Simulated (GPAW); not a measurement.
Ba2Tl5V3O12:

```
Ba V Tl O
1.0
     4.23698    2.44622    6.12840
    -4.23698    2.44622    6.12840
     0.00000   -4.89244    6.12840
Ba V Tl O
2 3 5 12
Direct
  0.50000 0.50000 0.50000
  0.00000 0.00000 0.00000
  0.50000 0.50000 0.00000
  0.00000 0.50000 0.50000
  0.50000 0.00000 0.50000
  0.00000 0.00000 0.50000
  0.50000 0.00000 0.00000
  0.00000 0.50000 0.00000
  0.74045 0.74045 0.74045
  0.25955 0.25955 0.25955
  0.71652 0.08089 0.41242
  0.41242 0.71652 0.08089
  0.08089 0.41242 0.71652
  0.58758 0.91911 0.28348
  0.91911 0.28348 0.58758
  0.28348 0.58758 0.91911
  0.28348 0.91911 0.58758
  0.58758 0.28348 0.91911
  0.91911 0.58758 0.28348
  0.41242 0.08089 0.71652
  0.08089 0.71652 0.41242
  0.71652 0.41242 0.08089
```

The cell was built by a generator and needn't be a form met in nature.

Base run:

* Program: GPAW 26.7.0
* Functional: PBEsol
* Potentials or basis: PAW data sets generated in the run's folder for this functional
* Cutoff: 800 eV
* Basis: pw
* k mesh: 3 × 3 × 3
* Occupations: fermi-dirac, width 0.05 eV
* Spin: collinear spin, ferromagnetic start
* Starting moments: [0.0, 0.0, 2.0, 2.0, 2.0, 0.0, 0.0, 0.0, 0.0, 0.0, 0.0, 0.0, 0.0, 0.0, 0.0, 0.0, 0.0, 0.0, 0.0, 0.0, 0.0, 0.0] μB

Its results: pressure -4.0 GPa; net moment 1.05 μB per cell; site moments Ba +0.00, -0.00; V +0.30; Tl +0.00, +0.02; O -0.01 μB; largest force 0.140 eV/Å.

Task: The run is repeated on the same cell with these changes: functional from PBEsol to BLYP. What comes out?

Result: Pressure 3.3 GPa; net moment 1.14 μB per cell; site moments Ba +0.00, -0.00; V +0.32; Tl +0.00, +0.02; O -0.01 μB; largest force 0.146 eV/Å.

BLYP binds less tightly than PBEsol, so the same cell stands under more pressure.
